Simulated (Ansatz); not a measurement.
# CH10ClNSi2: the cost of one run

Method: RKS revPBE-D4/6-31G*, in Ansatz 0.2.0.

## (1) Starting point

Bond lengths: Si1–Cl2 2.495 Å, Si1–H3 1.500 Å, Si1–H4 1.460 Å, Si1–Si5 2.311 Å, Si1–N7 2.123 Å, N7–C8 1.443 Å, Si5–H9 1.462 Å, Si5–H10 1.468 Å, Si5–H11 1.468 Å, N7–H12 1.010 Å, C8–H13 1.088 Å, C8–H14 1.094 Å, C8–H15 1.094 Å. Angles (14 of 25 angles, heavy atoms first): Cl2–Si1–Si5 86.4°, Cl2–Si1–N7 73.8°, Si5–Si1–N7 115.1°, Si1–N7–C8 118.1°, Cl2–Si1–H3 161.7°, Cl2–Si1–H4 81.7°, H3–Si1–Si5 105.5°, H3–Si1–N7 88.5°, H4–Si1–Si5 132.3°, H4–Si1–N7 105.6°, Si1–Si5–H9 113.2°, Si1–Si5–H10 112.9°, Si1–Si5–H11 109.1°, Si1–N7–H12 111.6°.

Coordinates:

```xyz
15

Si   -0.8139   -0.8028    0.5420
Cl    0.6259    0.0503    2.3919
H    -1.2542   -1.4501   -0.7379
H    -0.9153   -1.9526    1.4353
Si   -1.8237    1.2754    0.5636
H     1.5816   -0.3160    0.9659
N     1.1760   -0.8276   -0.1961
C     1.4810   -0.0268   -1.3577
H    -2.1555    1.7398    1.9099
H    -1.0082    2.3127   -0.0797
H    -3.0904    1.2017   -0.1756
H     1.5307   -1.7701   -0.2769
H     1.1964    1.0045   -1.1601
H     2.5480   -0.0556   -1.5964
H     0.9216   -0.3829   -2.2283
```

## (2) Pulling towards end A

Springs on the bonds that form and break draw the guess towards this end; the thresholds are loose.

File input.yaml:

```yaml
crystal:
  periodic: [false, false, false]
  atoms:
    - { symbol: Si, position_ang: [-0.8139, -0.8028, 0.542] }
    - { symbol: Cl, position_ang: [0.6259, 0.0503, 2.3919] }
    - { symbol: H, position_ang: [-1.2542, -1.4501, -0.7379] }
    - { symbol: H, position_ang: [-0.9153, -1.9526, 1.4353] }
    - { symbol: Si, position_ang: [-1.8237, 1.2754, 0.5636] }
    - { symbol: H, position_ang: [1.5816, -0.316, 0.9659] }
    - { symbol: "N", position_ang: [1.176, -0.8276, -0.1961] }
    - { symbol: C, position_ang: [1.481, -0.0268, -1.3577] }
    - { symbol: H, position_ang: [-2.1555, 1.7398, 1.9099] }
    - { symbol: H, position_ang: [-1.0082, 2.3127, -0.0797] }
    - { symbol: H, position_ang: [-3.0904, 1.2017, -0.1756] }
    - { symbol: H, position_ang: [1.5307, -1.7701, -0.2769] }
    - { symbol: H, position_ang: [1.1964, 1.0045, -1.1601] }
    - { symbol: H, position_ang: [2.548, -0.0556, -1.5964] }
    - { symbol: H, position_ang: [0.9216, -0.3829, -2.2283] }
basis:
  gaussian: { orbitals: "6-31G*" }
hamiltonian:
  xc: revpbe
  dispersion: d4
relax:
  f_tol: 0.15
  max_steps: 25
  restrain:
    - { distance: [0, 6], at: 3.12, k: 30.0 }
    - { distance: [5, 1], at: 2.63, k: 30.0 }
    - { distance: [0, 1], at: 2.13, k: 30.0 }
    - { distance: [5, 6], at: 1.02, k: 30.0 }
```

On the command line:

```bash
ansatz run input.yaml --threads 2 --pin off --max-ram 3072MiB --backend cpu --events-out ev --progress --plain --runs-dir out
```

Q: Estimate wall time and peak memory on 2 threads of Arm Neoverse V2, shared host.

About 58 s, with a peak of 0.16 GiB.
